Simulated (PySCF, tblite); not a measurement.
# C6H6F2: geometry, infrared bands and NMR shifts

Wanted: the infrared bands and NMR shifts of C6H6F2 (`C=C/C=C(/F)C(=C)F`), by calculation.

Programs: tblite 0.8.0 and PySCF 2.14.0, with density-fitted response routines of our own. Each step states its level of theory. These are calculated values for one molecule in the gas phase, unless marked as measured. Atoms are numbered from 0 throughout.

## 1. The starting structure

14 atoms, charge 0, multiplicity 1; geometry from: force field or distance geometry start.

Bonds of the start (Å): C0–C1 1.33, C1–C2 1.46, C2–C3 1.34, C3–F4 1.36, C3–C5 1.44, C5–C6 1.34, C5–F7 1.35, C0–H8 1.09, C0–H9 1.10, C1–H10 1.08, C2–H11 1.09, C6–H12 1.08, C6–H13 1.08.

## 2. Optimising the geometry with GFN2-xTB

What the job is given:

```
{"job": {"kind": "relax", "xc": "GFN2-xTB", "basis": "xTB"}, "charge": 0, "multiplicity": 1}
C     -2.797100    -0.164000     0.778500
C     -1.551100     0.162700     0.447000
C     -0.556200    -0.832100     0.068700
C      0.718100    -0.633000    -0.287900
F      1.414600    -1.760700    -0.597400
C      1.459200     0.597200    -0.354000
C      2.751500     0.677100    -0.713100
F      0.844400     1.758500    -0.037600
H     -3.163700    -1.187200     0.768000
H     -3.515600     0.611000     1.072600
H     -1.258800     1.202600     0.490900
H     -0.919500    -1.863100     0.049900
H      3.320900    -0.205200    -0.963100
H      3.252800     1.635700    -0.744700
```

The run is started by

```sh
OMP_NUM_THREADS=1 python probes_run.py task.json out
```

This one command runs all jobs of the session in turn.

**Question.** This job is followed by: GFN2-xTB harmonic vibrations, gas phase; GIAO PBE0/pcSseg-1 NMR shielding, non-relativistic, gas phase. Predict these results of the whole session: strongest single infrared mode (GFN2-xTB); zero-point energy (GFN2-xTB); 13C shifts against TMS (PBE0/pcSseg-1); 1H shifts against TMS (PBE0/pcSseg-1); 19F shifts against CFCl3 (PBE0/pcSseg-1).

As calculated:

```
                                 quantity                                         value
strongest single infrared mode (GFN2-xTB)                         1099 cm⁻¹, 214 km/mol
             zero-point energy (GFN2-xTB)                                 62.6 kcal/mol
   13C shifts against TMS (PBE0/pcSseg-1)  168.9, 159.8, 138.0, 129.2, 122.5, 102.3 ppm
    1H shifts against TMS (PBE0/pcSseg-1)        7.27, 6.37, 5.66, 5.57, 5.34, 5.32 ppm
 19F shifts against CFCl3 (PBE0/pcSseg-1)                            -127.6, -129.6 ppm
```

In words: Relaxing lowered the energy by 0.069 eV in 26 steps; the close pair that moved most is C0–H9, from 1.097 to 1.076 Å. No mode is imaginary among the 36: a minimum at this level. The strongest single mode, at 1099 cm⁻¹, moves mainly C3 and F4. Unscaled tight-binding wavenumbers are off by several per cent, some by more. Its intensities can rank the bands wrongly. At PBE0/pcSseg-1: The widest tensor belongs to C1: span 237 ppm, with a paramagnetic part of -205 ppm.
